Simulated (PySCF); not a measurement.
**From one method to the next for GeHNO**

Starting from one script, swap the method and compare what comes out for GeHNO.

Method: each script names its method and basis; program: PySCF 2.14.0.

## Step 1: The system as given

GeHNO: 4 atoms, charge 0, spin multiplicity 1.

Bond lengths: Ge1–N2 1.636 Å, Ge1–O3 1.748 Å, O3–H4 0.964 Å. Angles: N2–Ge1–O3 175.5°, Ge1–O3–H4 113.0°.

## Step 2: The run that the others are compared with

Input file input.py:

```python
from pyscf import gto, scf, mp

mol = gto.M(
    atom='Ge 0.0138 0 0.0684; N 0.0062 0 1.7047; O -0.1159 0 -1.675; H 0.7413 0 -2.1171',
    basis='6-31g*',
    charge=0,
    spin=0,
    symmetry=True,
    verbose=3,
)
mf = scf.RHF(mol)
mf = mf.density_fit(auxbasis='def2-universal-jkfit')
mf.kernel()
mp.MP2(mf, frozen=11).kernel()
mf.dip_moment()
print('orbital energies (hartree):', mf.mo_energy[..., max(0, mol.nelec[1]-3):mol.nelec[0]+3].round(4))
```

Command:

```console
OMP_NUM_THREADS=1 python input.py
```

Standard output:

```text
converged SCF energy = -2204.80408522981
E(DFRMP2) = -2205.45203252843  E_corr = -0.647947298622346
E(SCS-DFRMP2) = -2205.41347515556  E_corr = -0.609389925746405
Dipole moment(X, Y, Z, Debye):  1.53795,  0.00000, -4.85342
orbital energies (hartree): [-0.4518 -0.3694 -0.365   0.0246  0.0851  0.0897]
```

It took 1.7 s on 1 thread of Arm Neoverse N1, shared host; peak memory 0.12 GiB.

Base result: E(SCF) = -2204.804085 Eh, E(MP2) − E(SCF) = -0.64795 Eh, μ = 5.09 D (of the SCF density).

## Step 3: Population analysis

Run 1 changes step after the SCF: mp2 → analyze.

Edit input.py of step 2 so:

```diff
@@ -1,2 +1,2 @@
-from pyscf import gto, scf, mp
+from pyscf import gto, scf
 
@@ -13,4 +13,3 @@
 mf.kernel()
-mp.MP2(mf, frozen=11).kernel()
-mf.dip_moment()
+mf.analyze()
 print('orbital energies (hartree):', mf.mo_energy[..., max(0, mol.nelec[1]-3):mol.nelec[0]+3].round(4))
```

Command:

```console
OMP_NUM_THREADS=1 python input.py
```

Standard output:

```text
converged SCF energy = -2204.80408522981
Wave-function symmetry = A'
occupancy for each irrep:     A'   A"
                              18    6
**** MO energy ****
MO #1 (A' #1), energy= -405.309363606016 occ= 2
MO #2 (A' #2), energy= -52.2446264054709 occ= 2
MO #3 (A' #3), energy= -46.3353437790712 occ= 2
MO #4 (A" #1), energy= -46.3352596532781 occ= 2
MO #5 (A' #4), energy= -46.3318350363502 occ= 2
MO #6 (A' #5), energy= -20.6400293263235 occ= 2
MO #7 (A' #6), energy= -15.590796690448 occ= 2
MO #8 (A' #7), energy= -7.27293326426996 occ= 2
MO #9 (A' #8), energy= -5.24594639300207 occ= 2
MO #10 (A" #2), energy= -5.24581722642738 occ= 2
MO #11 (A' #9), energy= -5.24410169736953 occ= 2
MO #12 (A' #10), energy= -1.70637217961958 occ= 2
MO #13 (A" #3), energy= -1.69728033271844 occ= 2
MO #14 (A' #11), energy= -1.6972497795306 occ= 2
MO #15 (A" #4), energy= -1.69667844473358 occ= 2
MO #16 (A' #12), energy= -1.69595355434904 occ= 2
MO #17 (A' #13), energy= -1.38884078747991 occ= 2
MO #18 (A' #14), energy= -1.00922497609976 occ= 2
MO #19 (A' #15), energy= -0.764074954112525 occ= 2
MO #20 (A' #16), energy= -0.634413048707419 occ= 2
MO #21 (A" #5), energy= -0.585489117710167 occ= 2
MO #22 (A' #17), energy= -0.451757236780712 occ= 2
MO #23 (A" #6), energy= -0.369411796555458 occ= 2
MO #24 (A' #18), energy= -0.365049221624505 occ= 2
MO #25 (A' #19), energy= 0.0245822410360343 occ= 0
MO #26 (A' #20), energy= 0.0850944042575659 occ= 0
MO #27 (A" #7), energy= 0.0896918920813916 occ= 0
MO #28 (A' #21), energy= 0.185805564423227 occ= 0
MO #29 (A' #22), energy= 0.259863303853751 occ= 0
MO #30 (A' #23), energy= 0.276643738027071 occ= 0
MO #31 (A" #8), energy= 0.295882936271944 occ= 0
MO #32 (A' #24), energy= 0.321797950494696 occ= 0
MO #33 (A" #9), energy= 0.601566099485907 occ= 0
MO #34 (A' #25), energy= 0.603883491203713 occ= 0
MO #35 (A' #26), energy= 0.701257871770641 occ= 0
MO #36 (A' #27), energy= 0.758845152040411 occ= 0
MO #37 (A" #10), energy= 0.768058610359136 occ= 0
MO #38 (A' #28), energy= 0.856427174160089 occ= 0
MO #39 (A" #11), energy= 1.05232034793228 occ= 0
MO #40 (A' #29), energy= 1.06333089463721 occ= 0
MO #41 (A' #30), energy= 1.09040307996263 occ= 0
MO #42 (A" #12), energy= 1.20617658253332 occ= 0
MO #43 (A' #31), energy= 1.2240824314524 occ= 0
MO #44 (A' #32), energy= 1.31828581118639 occ= 0
MO #45 (A' #33), energy= 1.45602493832196 occ= 0
MO #46 (A' #34), energy= 1.49484171837604 occ= 0
MO #47 (A' #35), energy= 1.73014095944335 occ= 0
MO #48 (A" #13), energy= 1.97829064632021 occ= 0
MO #49 (A' #36), energy= 2.04088962621009 occ= 0
MO #50 (A" #14), energy= 2.07794546529356 occ= 0
MO #51 (A' #37), energy= 2.09650179733529 occ= 0
MO #52 (A" #15), energy= 2.09842482496978 occ= 0
MO #53 (A' #38), energy= 2.37837649544908 occ= 0
MO #54 (A" #16), energy= 2.4097572214406 occ= 0
MO #55 (A' #39), energy= 2.56092529208644 occ= 0
MO #56 (A' #40), energy= 2.69569459646565 occ= 0
MO #57 (A' #41), energy= 2.72038794996175 occ= 0
MO #58 (A" #17), energy= 3.71838159293046 occ= 0
MO #59 (A' #42), energy= 3.71984829702828 occ= 0
MO #60 (A" #18), energy= 3.84556201318364 occ= 0
MO #61 (A' #43), energy= 3.85509872347329 occ= 0
MO #62 (A' #44), energy= 4.15739152538824 occ= 0
 ** Mulliken atomic charges  **
charge of    0Ge =      0.89066
charge of    1N =     -0.54096
charge of    2O =     -0.70354
charge of    3H =      0.35384
Dipole moment(X, Y, Z, Debye):  1.53795,  0.00000, -4.85342
orbital energies (hartree): [-0.4518 -0.3694 -0.365   0.0246  0.0851  0.0897]
```

Wall time 1.9 s (1 thread of Arm Neoverse N1, shared host).

This run: E(SCF) = -2204.804085 Eh (no change), μ = 5.09 D.

## Step 4: Revpbe (RKS)

Run 2 changes functional: none (Hartree–Fock) → revpbe; SCF type: RHF → RKS; step after the SCF: mp2 → analyze.

Input file input.py:

```python
from pyscf import gto, dft

mol = gto.M(
    atom='Ge 0.0138 0 0.0684; N 0.0062 0 1.7047; O -0.1159 0 -1.675; H 0.7413 0 -2.1171',
    basis='6-31g*',
    charge=0,
    spin=0,
    symmetry=True,
    verbose=3,
)
mf = dft.RKS(mol, xc='revpbe')
mf = mf.density_fit(auxbasis='def2-universal-jkfit')
mf.kernel()
mf.analyze()
print('orbital energies (hartree):', mf.mo_energy[..., max(0, mol.nelec[1]-3):mol.nelec[0]+3].round(4))
```

Command:

```console
OMP_NUM_THREADS=1 python input.py
```

Standard output:

```text
converged SCF energy = -2206.9892572162
Wave-function symmetry = A'
occupancy for each irrep:     A'   A"
                              18    6
**** MO energy ****
MO #1 (A' #1), energy= -397.112964361452 occ= 2
MO #2 (A' #2), energy= -49.2337241078632 occ= 2
MO #3 (A' #3), energy= -43.8423972005248 occ= 2
MO #4 (A" #1), energy= -43.8421065087571 occ= 2
MO #5 (A' #4), energy= -43.8401469773991 occ= 2
MO #6 (A' #5), energy= -18.8473393926422 occ= 2
MO #7 (A' #6), energy= -14.0276478737222 occ= 2
MO #8 (A' #7), energy= -6.03906987804379 occ= 2
MO #9 (A' #8), energy= -4.25193416029407 occ= 2
MO #10 (A" #2), energy= -4.25121492237381 occ= 2
MO #11 (A' #9), energy= -4.24902790082971 occ= 2
MO #12 (A' #10), energy= -1.15277825487969 occ= 2
MO #13 (A' #11), energy= -1.13421313788374 occ= 2
MO #14 (A" #3), energy= -1.13401298071927 occ= 2
MO #15 (A' #12), energy= -1.13366773622948 occ= 2
MO #16 (A" #4), energy= -1.13299515185402 occ= 2
MO #17 (A' #13), energy= -0.959597873003074 occ= 2
MO #18 (A' #14), energy= -0.683513502697715 occ= 2
MO #19 (A' #15), energy= -0.526961446150056 occ= 2
MO #20 (A' #16), energy= -0.395288000709366 occ= 2
MO #21 (A" #5), energy= -0.332913274545742 occ= 2
MO #22 (A' #17), energy= -0.303054267368192 occ= 2
MO #23 (A' #18), energy= -0.22726372064364 occ= 2
MO #24 (A" #6), energy= -0.220619257912323 occ= 2
MO #25 (A' #19), energy= -0.129790485981091 occ= 0
MO #26 (A' #20), energy= -0.0624885976746681 occ= 0
MO #27 (A" #7), energy= -0.0521045273984377 occ= 0
MO #28 (A' #21), energy= 0.0274763307495616 occ= 0
MO #29 (A' #22), energy= 0.115852227505187 occ= 0
MO #30 (A' #23), energy= 0.135614429366386 occ= 0
MO #31 (A" #8), energy= 0.155759166518957 occ= 0
MO #32 (A' #24), energy= 0.17423018569419 occ= 0
MO #33 (A" #9), energy= 0.396651827598406 occ= 0
MO #34 (A' #25), energy= 0.398778263736077 occ= 0
MO #35 (A' #26), energy= 0.421659506786769 occ= 0
MO #36 (A' #27), energy= 0.496993600236021 occ= 0
MO #37 (A" #10), energy= 0.516519996884486 occ= 0
MO #38 (A' #28), energy= 0.610828016074466 occ= 0
MO #39 (A" #11), energy= 0.746453111307197 occ= 0
MO #40 (A' #29), energy= 0.751891553378416 occ= 0
MO #41 (A' #30), energy= 0.764234015075705 occ= 0
MO #42 (A" #12), energy= 0.880168605549258 occ= 0
MO #43 (A' #31), energy= 0.894688461087678 occ= 0
MO #44 (A' #32), energy= 1.00503750155711 occ= 0
MO #45 (A' #33), energy= 1.1138948606239 occ= 0
MO #46 (A' #34), energy= 1.14272549129357 occ= 0
MO #47 (A' #35), energy= 1.39876381347891 occ= 0
MO #48 (A" #13), energy= 1.61636423913042 occ= 0
MO #49 (A' #36), energy= 1.66425236725961 occ= 0
MO #50 (A" #14), energy= 1.69719800978354 occ= 0
MO #51 (A' #37), energy= 1.70310368089596 occ= 0
MO #52 (A" #15), energy= 1.7051014545858 occ= 0
MO #53 (A' #38), energy= 1.97042033028567 occ= 0
MO #54 (A" #16), energy= 2.00337982421018 occ= 0
MO #55 (A' #39), energy= 2.15216083928786 occ= 0
MO #56 (A' #40), energy= 2.27609949417474 occ= 0
MO #57 (A' #41), energy= 2.30122322739274 occ= 0
MO #58 (A" #17), energy= 3.15861605585885 occ= 0
MO #59 (A' #42), energy= 3.16011061912429 occ= 0
MO #60 (A" #18), energy= 3.28241599799923 occ= 0
MO #61 (A' #43), energy= 3.2907039343408 occ= 0
MO #62 (A' #44), energy= 3.57697528648078 occ= 0
 ** Mulliken atomic charges  **
charge of    0Ge =      0.63830
charge of    1N =     -0.40413
charge of    2O =     -0.57865
charge of    3H =      0.34448
Dipole moment(X, Y, Z, Debye):  1.42160,  0.00000, -3.86027
orbital energies (hartree): [-0.3031 -0.2273 -0.2206 -0.1298 -0.0625 -0.0521]
```

It took 9.8 s on 1 thread of Arm Neoverse N1, shared host; peak memory 0.25 GiB.

Outcome: E(SCF) = -2206.989257 Eh, μ = 4.11 D.

## Step 5: B3lyp (RKS)

Run 3 changes functional: none (Hartree–Fock) → b3lyp; SCF type: RHF → RKS; step after the SCF: mp2 → analyze.

Input file input.py:

```python
from pyscf import gto, dft

mol = gto.M(
    atom='Ge 0.0138 0 0.0684; N 0.0062 0 1.7047; O -0.1159 0 -1.675; H 0.7413 0 -2.1171',
    basis='6-31g*',
    charge=0,
    spin=0,
    symmetry=True,
    verbose=3,
)
mf = dft.RKS(mol, xc='b3lyp')
mf = mf.density_fit(auxbasis='def2-universal-jkfit')
mf.kernel()
mf.analyze()
print('orbital energies (hartree):', mf.mo_energy[..., max(0, mol.nelec[1]-3):mol.nelec[0]+3].round(4))
```

Command:

```console
OMP_NUM_THREADS=1 python input.py
```

Standard output:

```text
converged SCF energy = -2207.2120886664
Wave-function symmetry = A'
occupancy for each irrep:     A'   A"
                              18    6
**** MO energy ****
MO #1 (A' #1), energy= -398.781938405916 occ= 2
MO #2 (A' #2), energy= -49.8584567867964 occ= 2
MO #3 (A' #3), energy= -44.3827802591672 occ= 2
MO #4 (A" #1), energy= -44.3825646040386 occ= 2
MO #5 (A' #4), energy= -44.3802381818116 occ= 2
MO #6 (A' #5), energy= -19.2135768113306 occ= 2
MO #7 (A' #6), energy= -14.352227759643 occ= 2
MO #8 (A' #7), energy= -6.28951570919108 occ= 2
MO #9 (A' #8), energy= -4.46045457886654 occ= 2
MO #10 (A" #2), energy= -4.45994611555533 occ= 2
MO #11 (A' #9), energy= -4.45782642140426 occ= 2
MO #12 (A' #10), energy= -1.27727657229498 occ= 2
MO #13 (A' #11), energy= -1.26168706097831 occ= 2
MO #14 (A" #3), energy= -1.26163641078843 occ= 2
MO #15 (A' #12), energy= -1.26115563346042 occ= 2
MO #16 (A" #4), energy= -1.26074262274167 occ= 2
MO #17 (A' #13), energy= -1.04776446162617 occ= 2
MO #18 (A' #14), energy= -0.755297212721257 occ= 2
MO #19 (A' #15), energy= -0.581487045705214 occ= 2
MO #20 (A' #16), energy= -0.449287974416862 occ= 2
MO #21 (A" #5), energy= -0.390087070168949 occ= 2
MO #22 (A' #17), energy= -0.340340773777641 occ= 2
MO #23 (A' #18), energy= -0.263554882454906 occ= 2
MO #24 (A" #6), energy= -0.258831708148107 occ= 2
MO #25 (A' #19), energy= -0.110102994284919 occ= 0
MO #26 (A' #20), energy= -0.0423634008466691 occ= 0
MO #27 (A" #7), energy= -0.0331323753049118 occ= 0
MO #28 (A' #21), energy= 0.0490148831913957 occ= 0
MO #29 (A' #22), energy= 0.132614029762475 occ= 0
MO #30 (A' #23), energy= 0.151916752550912 occ= 0
MO #31 (A" #8), energy= 0.172548141418384 occ= 0
MO #32 (A' #24), energy= 0.192527764964466 occ= 0
MO #33 (A" #9), energy= 0.431259444625342 occ= 0
MO #34 (A' #25), energy= 0.433317499094236 occ= 0
MO #35 (A' #26), energy= 0.46780089183905 occ= 0
MO #36 (A' #27), energy= 0.542312194590857 occ= 0
MO #37 (A" #10), energy= 0.562309290742208 occ= 0
MO #38 (A' #28), energy= 0.64505135519842 occ= 0
MO #39 (A" #11), energy= 0.785689603263252 occ= 0
MO #40 (A' #29), energy= 0.792222918951238 occ= 0
MO #41 (A' #30), energy= 0.815467462370368 occ= 0
MO #42 (A" #12), energy= 0.926704914336231 occ= 0
MO #43 (A' #31), energy= 0.94482288289919 occ= 0
MO #44 (A' #32), energy= 1.05314675196693 occ= 0
MO #45 (A' #33), energy= 1.17058208312185 occ= 0
MO #46 (A' #34), energy= 1.19695186491194 occ= 0
MO #47 (A' #35), energy= 1.45864435064223 occ= 0
MO #48 (A" #13), energy= 1.68997520758848 occ= 0
MO #49 (A' #36), energy= 1.7400986185999 occ= 0
MO #50 (A" #14), energy= 1.77331073711281 occ= 0
MO #51 (A' #37), energy= 1.78136276854701 occ= 0
MO #52 (A" #15), energy= 1.78337182104096 occ= 0
MO #53 (A' #38), energy= 2.05011761149346 occ= 0
MO #54 (A" #16), energy= 2.08309593677083 occ= 0
MO #55 (A' #39), energy= 2.22812412777597 occ= 0
MO #56 (A' #40), energy= 2.35503442507665 occ= 0
MO #57 (A' #41), energy= 2.38158103920627 occ= 0
MO #58 (A" #17), energy= 3.24130386816925 occ= 0
MO #59 (A' #42), energy= 3.24280928169285 occ= 0
MO #60 (A" #18), energy= 3.36592208377017 occ= 0
MO #61 (A' #43), energy= 3.37446537343612 occ= 0
MO #62 (A' #44), energy= 3.66581440423244 occ= 0
 ** Mulliken atomic charges  **
charge of    0Ge =      0.69845
charge of    1N =     -0.43427
charge of    2O =     -0.61150
charge of    3H =      0.34731
Dipole moment(X, Y, Z, Debye):  1.47721,  0.00000, -3.97598
orbital energies (hartree): [-0.3403 -0.2636 -0.2588 -0.1101 -0.0424 -0.0331]
```

Wall time 6.3 s (1 thread of Arm Neoverse N1, shared host); peak memory 0.26 GiB.

This run: E(SCF) = -2207.212089 Eh, μ = 4.24 D.

## Step 6: All runs together

```csv
run,E(SCF) (hartree),from base (eV),gap (eV),SCF dipole (D),after the SCF
base,-2204.804085,0,10.60,5.09,"MP2 correlation -17.632 eV, core frozen"
population analysis,-2204.804085,0.0000,10.60,5.09,n/a
revpbe (RKS),-2206.989257,not comparable,2.47,4.11,n/a
b3lyp (RKS),-2207.212089,not comparable,4.05,4.24,n/a
```

Wall time on 1 thread of Arm Neoverse N1, shared host, start-up included: base 1.7 s; population analysis 1.9 s; revpbe (RKS) 9.8 s; b3lyp (RKS) 6.3 s.

What this shows: The gap between the frontier levels is 2.5 eV with revpbe (0 % exact exchange) and 4.0 eV with b3lyp (20 %): exact exchange opens it. Total energies of different functionals can't be compared with each other; differences within one functional can. The dearest run is “revpbe (RKS)”, at 9.8 s against 1.7 s.
